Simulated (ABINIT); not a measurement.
# AlSn (P-6m2) in ABINIT: reference runs

Reference runs on AlSn: the cell as given and a disturbed copy.

Everything below comes from runs of ABINIT 10.8.3 (patched build). Logs are shortened: lines on timing, memory, paths and dates and some standing lists are left out, and cuts for length are marked. The log counts tension as positive stress, the text compression.

## Step 1: The structure

The structure is hexagonal, space group P-6m2 (No. 187). Conventional cell: a = 4.198 Å, b = 4.198 Å, c = 3.307 Å, α = 90.00°, β = 90.00°, γ = 120.00°. Sn (site symmetry -6m2) has 6 Al at 2.93 Å and 2 Sn at 3.31 Å as nearest neighbours. Al (site symmetry -6m2) has 6 Sn at 2.93 Å and 2 Al at 3.31 Å as nearest neighbours.

The cell comes from a database or a generator and needn't be the stable form of this composition.

## Step 2: Single point, PBE

The input, run.abi:

```
# Pseudopotentials
pp_dirpath "./"
pseudos "Sn.GGA_PBE-JTH.xml, Al.GGA_PBE-JTH.xml"

# Structure
acell 3*1.0
rprim
     7.9332698559     0.0000000000     0.0000000000
    -3.9666349279     6.8704132302     0.0000000000
     0.0000000000     0.0000000000     6.2490351660
ntypat 2
znucl 50 13
natom 2
typat 1 2
xred
     0.3333333333     0.6666666667     0.5000000000
     0.0000000000     0.0000000000     0.0000000000

# Plane-wave basis
ecut 22.0
pawecutdg 44.0
pawxcdev 0

# k points
kptopt 1
ngkpt 7 7 8
nshiftk 1
shiftk 0.0 0.0 0.0

# Exchange and correlation
ixc 11

# Bands and occupations
nband 13
occopt 3
tsmear 0.00183747

# SCF cycle
nstep 100
tolvrs 1.0e-9

# Output
iomode 3
prtwf 0
prtden 0
prteig 0
prtebands 0
enunit 1
```

Potentials or basis: JTH PAW PBE v2.0.

On the command line:

```bash
abinit run.abi > log 2>&1
```

run.abo:

```text
.Version 10.8.3 of ABINIT
 Symmetries : space group P-6 m 2 (#187); Bravais hP (primitive hexag.)
================================================================================
 Values of the parameters that define the memory need of the present run
     intxc =       0    ionmov =       0      iscf =      17    lmnmax =      18
     lnmax =       6     mgfft =      36  mpssoang =       3    mqgrid =    3001
     natom =       2  nloc_mem =       2    nspden =       1   nspinor =       1
    nsppol =       1      nsym =      12    n1xccc =       1    ntypat =       2
    occopt =       3   xclevel =       2
       mpw =        1703          nfft =       38880          nkpt =          40
 PAW method is used; the additional fine FFT grid is defined by:
   mgfftf=        48    nfftf =     92160
================================================================================
================================================================================

--------------------------------------------------------------------------------
------------- Echo of variables that govern the present computation ------------
--------------------------------------------------------------------------------
 -outvars: echo values of preprocessed input variables --------
            acell      1.0000000000E+00  1.0000000000E+00  1.0000000000E+00 Bohr
              amu      1.18710000E+02  2.69815390E+01
             ecut      2.20000000E+01 Hartree
           enunit           1
              ixc          11
         kptrlatt        7    0    0      0    7    0      0    0    8
          kptrlen      4.99922813E+01
            natom           2
            nband          13
            ngfft          36      36      30
          ngfftdg          48      48      40
             nkpt          40
            nstep         100
             nsym          12
           ntypat           2
           occopt           3
        pawecutdg      4.40000000E+01 Hartree
         pawxcdev           0
           prtden           0
        prtebands           0
           prteig           0
            prtwf           0
            rprim      7.9332698559E+00  0.0000000000E+00  0.0000000000E+00
                      -3.9666349279E+00  6.8704132302E+00  0.0000000000E+00
                       0.0000000000E+00  0.0000000000E+00  6.2490351660E+00
          spgroup         187
           tolvrs      1.00000000E-09
           tsmear      1.83747000E-03 Hartree
            typat      1  2
           useylm           1
           xangst     -1.9226708148E-10  2.4237774057E+00  1.6534234989E+00
                      -2.0990553105E-10  1.2118874576E-10  0.0000000000E+00
            xcart     -3.6333212702E-10  4.5802754870E+00  3.1245175830E+00
                      -3.9666396600E-10  2.2901353903E-10  0.0000000000E+00
             xred      3.3333333330E-01  6.6666666670E-01  5.0000000000E-01
                      -3.3333410106E-11  3.3333299084E-11  0.0000000000E+00
            znucl       50.00000   13.00000

================================================================================

 chkinp: Checking input parameters for consistency.

================================================================================
== DATASET  1 ==================================================================

--- !DatasetInfo
iteration_state: {dtset: 1, }
dimensions: {natom: 2, nkpt: 40, mband: 13, nsppol: 1, nspinor: 1, nspden: 1, mpw: 1703, }
cutoff_energies: {ecut:  22.0, pawecutdg:  44.0, }
electrons: {nelect:   1.70000000E+01, charge:   0.00000000E+00, occopt:   3.00000000E+00, tsmear:   1.83747000E-03, }
meta: {optdriver: 0, ionmov: 0, optcell: 0, iscf: 17, paral_kgb: 0, }
...

 Exchange-correlation functional for the present dataset will be:
  GGA: Perdew-Burke-Ernzerhof functional - ixc=11
  J.P.Perdew, K.Burke, M.Ernzerhof, PRL 77, 3865 (1996)

 Real(R)+Recip(G) space primitive vectors, cartesian coordinates (Bohr,Bohr^-1):
 R(1)=  7.9332699  0.0000000  0.0000000  G(1)=  0.1260514  0.0727758  0.0000000
 R(2)= -3.9666349  6.8704132  0.0000000  G(2)=  0.0000000  0.1455517  0.0000000
 R(3)=  0.0000000  0.0000000  6.2490352  G(3)=  0.0000000  0.0000000  0.1600247
 Unit cell volume ucvol=  3.4060268E+02 bohr^3
 Angles (23,13,12)=  9.00000000E+01  9.00000000E+01  1.20000000E+02 degrees

 Coarse grid specifications (used for wave-functions):

 getcut: wavevector=  0.0000  0.0000  0.0000  ngfft=  36  36  30
         ecut(hartree)=     22.000   => boxcut(ratio)=   2.14919

 Fine grid specifications (used for densities):

 getcut: wavevector=  0.0000  0.0000  0.0000  ngfft=  48  48  40
         ecut(hartree)=     44.000   => boxcut(ratio)=   2.02627

--- Pseudopotential description ------------------------------------------------
- pspini: atom type   1  psp file is ./Sn.GGA_PBE-JTH.xml
 Pseudopotential format is: paw10
 basis_size (lnmax)=  6 (lmn_size= 18), orbitals=   0   0   1   1   2   2
 Spheres core radius: rc_sph= 2.51086398
 Shapefunction is BESSEL type: shapef(r,l)=aa(1,l)*jl(q(1,l)*r)+aa(2,l)*jl(q(2,l)*r)
 Radius for shape functions =  1.40702157
 Compensation charge density is not taken into account in XC energy/potential

- pspini: atom type   2  psp file is ./Al.GGA_PBE-JTH.xml
 Pseudopotential format is: paw10
 basis_size (lnmax)=  4 (lmn_size=  8), orbitals=   0   0   1   1
 Spheres core radius: rc_sph= 1.90363307
 Shapefunction is SIN type: shapef(r)=[sin(pi*r/rshp)/(pi*r/rshp)]**2
 Radius for shape functions =  1.60786206
 Compensation charge density is not taken into account in XC energy/potential

   3.75176236E+02                                ecore*ucvol(ha*bohr**3)
--------------------------------------------------------------------------------

================================================================================

--- !BeginCycle
iteration_state: {dtset: 1, }
solver: {iscf: 17, nstep: 100, nline: 4, wfoptalg: 10, }
tolerances: {tolvrs: 1.00E-09, }
...

     iter   Etot(hartree)      deltaE(h)  residm     nres2
 ETOT  1  -71.759214321401    -7.176E+01 1.423E-01 8.367E-01
 ETOT  2  -71.805025668619    -4.581E-02 5.160E-02 2.000E-01
 ETOT  3  -71.804856924513     1.687E-04 9.379E-03 4.462E-02
 ETOT  4  -71.804808763214     4.816E-05 3.085E-03 1.422E-03
 ETOT  5  -71.804813504402    -4.741E-06 1.899E-03 1.258E-04
 ETOT  6  -71.804814405796    -9.014E-07 3.778E-04 8.469E-06
 ETOT  7  -71.804814438305    -3.251E-08 1.800E-04 2.081E-07
 ETOT  8  -71.804814439746    -1.440E-09 3.029E-05 8.012E-09
 ETOT  9  -71.804814439811    -6.564E-11 3.797E-05 5.080E-10

 At SCF step    9       nres2   =  5.08E-10 < tolvrs=  1.00E-09 =>converged.

 Cartesian components of stress tensor (hartree/bohr^3)
  sigma(1 1)= -4.11966522E-06  sigma(3 2)=  0.00000000E+00
  sigma(2 2)= -4.11966514E-06  sigma(3 1)=  0.00000000E+00
  sigma(3 3)= -1.50381682E-05  sigma(2 1)= -2.35059984E-14

--- !ResultsGS
iteration_state: {dtset: 1, }
comment   : Summary of ground state results
lattice_vectors:
- [  7.9332699,   0.0000000,   0.0000000, ]
- [ -3.9666349,   6.8704132,   0.0000000, ]
- [  0.0000000,   0.0000000,   6.2490352, ]
lattice_lengths: [   7.93327,    7.93327,    6.24904, ]
lattice_angles: [ 90.000,  90.000, 120.000, ] # degrees, (23, 13, 12)
lattice_volume:   3.4060268E+02
convergence: {deltae: -6.564E-11, res2:  5.080E-10, residm:  3.797E-05, diffor: null, }
etotal    :  -7.18048144E+01
entropy   :   0.00000000E+00
fermie    :   2.15477924E-01
cartesian_stress_tensor: # hartree/bohr^3
- [ -4.11966522E-06,  -2.35059984E-14,   0.00000000E+00, ]
- [ -2.35059984E-14,  -4.11966514E-06,   0.00000000E+00, ]
- [  0.00000000E+00,   0.00000000E+00,  -1.50381682E-05, ]
pressure_GPa:   2.2828E-01
xred      :
- [  3.3333E-01,   6.6667E-01,   5.0000E-01, Sn]
- [ -3.3333E-11,   3.3333E-11,   0.0000E+00, Al]
cartesian_forces: # hartree/bohr
- [ -3.39411777E-29,   1.95959481E-29,  -0.00000000E+00, ]
- [  3.39411777E-29,  -1.95959481E-29,  -0.00000000E+00, ]
force_length_stats: {min:   3.91918962E-29, max:   3.91918962E-29, mean:   3.91918962E-29, }
...

 Integrated electronic density in atomic spheres:
 ------------------------------------------------
 Atom  Sphere_radius  Integrated_density
    1        2.51086         11.94701517
    2        1.90363          0.70213899

================================================================================

 ----iterations are completed or convergence reached----

 Mean square residual over all n,k,spin=   11.957E-08; max=  37.973E-06
 reduced coordinates (array xred) for    2 atoms
       0.333333333300      0.666666666700      0.500000000000
      -0.000000000033      0.000000000033      0.000000000000
 rms dE/dt=  3.1092E-28; max dE/dt=  5.3853E-28; dE/dt below (all hartree)
    1       0.000000000000      0.000000000000      0.000000000000
    2      -0.000000000000      0.000000000000      0.000000000000

 cartesian coordinates (angstrom) at end:
    1     -0.00000000019227     2.42377740574908     1.65342349886762
    2     -0.00000000020991     0.00000000012119     0.00000000000000

 cartesian forces (hartree/bohr) at end:
    1     -0.00000000000000     0.00000000000000    -0.00000000000000
    2      0.00000000000000    -0.00000000000000    -0.00000000000000
 frms,max,avg= 2.2627452E-29 3.3941178E-29   0.000E+00  0.000E+00  0.000E+00 h/b

 cartesian forces (eV/Angstrom) at end:
    1     -0.00000000000000     0.00000000000000    -0.00000000000000
    2      0.00000000000000    -0.00000000000000    -0.00000000000000
 frms,max,avg= 1.1635504E-27 1.7453255E-27   0.000E+00  0.000E+00  0.000E+00 e/A
 length scales=  1.000000000000  1.000000000000  1.000000000000 bohr
              =  0.529177210544  0.529177210544  0.529177210544 angstroms
 Fermi (or HOMO) energy (eV) =   5.86345   Average Vxc (eV)=  -9.41762
 Eigenvalues (   eV  ) for nkpt=  40  k points:
 kpt#   1, nband= 13, wtk=  0.00255, kpt=  0.0000  0.0000  0.0000 (reduced coord)
 -15.50612  -15.39918  -15.39918  -15.37997  -15.37997   -4.59392    5.63676    5.63676
   6.54926    8.45675    8.98749    8.98749   11.04559
 prteigrs : prtvol=0 or 1, do not print more k-points.

--- !EnergyTerms
iteration_state     : {dtset: 1, }
comment             : Components of total free energy in Hartree
kinetic             :  1.24637486552912E+01
hartree             :  2.93378306032663E+01
xc                  : -7.90116200059373E+00
Ewald energy        : -4.57657341157096E+01
psp_core            :  1.10150701479160E+00
local_psp           : -7.73734375274955E+01
PAW spherical_terms :  1.63325804873238E+01
internal            : -7.18046668831259E+01
'-kT*entropy'       : -1.50572087093283E-04
total_energy        : -7.18048174552130E+01
total_energy_eV     : -1.95390862209596E+03
...

--- !EnergyTermsDC
iteration_state     : {dtset: 1, }
comment             : '"Double-counting" decomposition of free energy'
band_energy         : -5.25199544065318E+00
Ewald energy        : -4.57657341157096E+01
psp_core            :  1.10150701479160E+00
xc_dc               : -3.16277851682885E+01
PAW spherical_terms :  9.73934384213543E+00
internal            : -7.18046638677243E+01
'-kT*entropy'       : -1.50572087093283E-04
total_energy_dc     : -7.18048144398114E+01
total_energy_dc_eV  : -1.95390854004270E+03
...

--- !EnergyTermsWithPAWCore
iteration_state     : {dtset: 1, }
comment             : 'Components of total free energy, including PAW core contributions'
Total energy        : -6.42014674644490E+03
Total energy DC     : -6.42014674342950E+03
Total energy (eV)   : -1.74701092873390E+05
Total energy DC (eV): -1.74701092791337E+05
...

 Cartesian components of stress tensor (hartree/bohr^3)
  sigma(1 1)= -4.11966522E-06  sigma(3 2)=  0.00000000E+00
  sigma(2 2)= -4.11966514E-06  sigma(3 1)=  0.00000000E+00
  sigma(3 3)= -1.50381682E-05  sigma(2 1)= -2.35059984E-14

-Cartesian components of stress tensor (GPa)         [Pressure=  2.2828E-01 GPa]
- sigma(1 1)= -1.21204735E-01  sigma(3 2)=  0.00000000E+00
- sigma(2 2)= -1.21204733E-01  sigma(3 1)=  0.00000000E+00
- sigma(3 3)= -4.42438183E-01  sigma(2 1)= -6.91570351E-10

== END DATASET(S) ==============================================================
================================================================================

 -outvars: echo values of variables after computation  --------
            acell      1.0000000000E+00  1.0000000000E+00  1.0000000000E+00 Bohr
           etotal     -7.1804814440E+01
            fcart     -3.3941177750E-29  1.9595948111E-29 -0.0000000000E+00
                       3.3941177750E-29 -1.9595948111E-29 -0.0000000000E+00
            rprim      7.9332698559E+00  0.0000000000E+00  0.0000000000E+00
                      -3.9666349279E+00  6.8704132302E+00  0.0000000000E+00
                       0.0000000000E+00  0.0000000000E+00  6.2490351660E+00
           strten     -4.1196652224E-06 -4.1196651408E-06 -1.5038168174E-05
                       0.0000000000E+00  0.0000000000E+00 -2.3505998449E-14
           xangst     -1.9226708148E-10  2.4237774057E+00  1.6534234989E+00
                      -2.0990553105E-10  1.2118874576E-10  0.0000000000E+00
             xred      3.3333333330E-01  6.6666666670E-01  5.0000000000E-01
                      -3.3333410106E-11  3.3333299084E-11  0.0000000000E+00
 Calculation completed.
```

Run time: 24 s. Hardware: 1 thread of Arm Neoverse V2, shared host; peak memory 0.12 GiB.

What came out:

```yaml
Free_energy: -1953.9085 eV
Pressure: 0.2 GPa
Band_gap_on_the_k_mesh: none (metal or under the smearing width)
Valence_electrons_inside_the_program's_atomic_spheres: Sn 11.95; Al 0.70
```

## Step 3: Single point, PBE (atoms moved at random, drawn with an rms of 0.05 Å)

The input, run.abi:

```
# Pseudopotentials
pp_dirpath "./"
pseudos "Sn.GGA_PBE-JTH.xml, Al.GGA_PBE-JTH.xml"

# Structure
acell 4.1981056157 4.1981056156 3.306847 Angstrom
rprim
     1.0000000000     0.0000000000     0.0000000000
    -0.5000000000     0.8660254038     0.0000000000
     0.0000000000     0.0000000000     1.0000000000
ntypat 2
znucl 50 13
natom 2
typat 1 2
xred
     0.3314630000     0.6605900000     0.4958650000
     0.0056420000     0.0042750000    -0.0054530000
chkprim 0
chksymtnons 0
tolsym 1.0e-6

# Plane-wave basis
ecut 22.0
pawecutdg 44.0
pawxcdev 0

# k points
kptopt 1
ngkpt 7 7 8
nshiftk 1
shiftk 0.0 0.0 0.0

# Exchange and correlation
ixc 11

# Bands and occupations
nband 13
occopt 3
tsmear 0.00183747

# SCF cycle
nstep 100
tolvrs 1.0e-9

# Output
iomode 3
prtwf 0
prtden 0
prteig 0
prtebands 0
enunit 1
```

Potentials or basis: JTH PAW PBE v2.0.

On the command line:

```bash
abinit run.abi > log 2>&1
```

Wall time 1.8 min (1 thread of Arm Neoverse V2, shared host); peak memory 0.25 GiB.

It converged, with:

| Property | Result |
| --- | --- |
| Free energy | -1953.9059 eV |
| Pressure | 0.3 GPa |
| Largest force | 0.140 eV/Å |
| Band gap on the k mesh | none (metal or under the smearing width) |
| Valence electrons inside the program's atomic spheres | Sn 11.95; Al 0.71 |

Forces in eV/Å, atoms in the order of the input:
```
Sn   0.035  0.136 -0.006
Al  -0.035 -0.136  0.006
```

Stress tensor (GPa, compression positive):
```
-0.29 -0.11  0.00
-0.11  0.58 -0.01
 0.00 -0.01  0.47
```

Levels at points of the mesh, in eV from the Fermi level:
```tsv
k point	band 5	band 6	band 7	band 8	band 9	band 10	band 11	band 12
(0.00, 0.00, 0.00)	-21.24	-10.46	-0.30	-0.14	0.69	2.59	3.03	3.22
(0.00, 0.00, 0.50)	-21.19	-7.43	-6.22	2.65	2.78	3.53	3.61	3.77
```
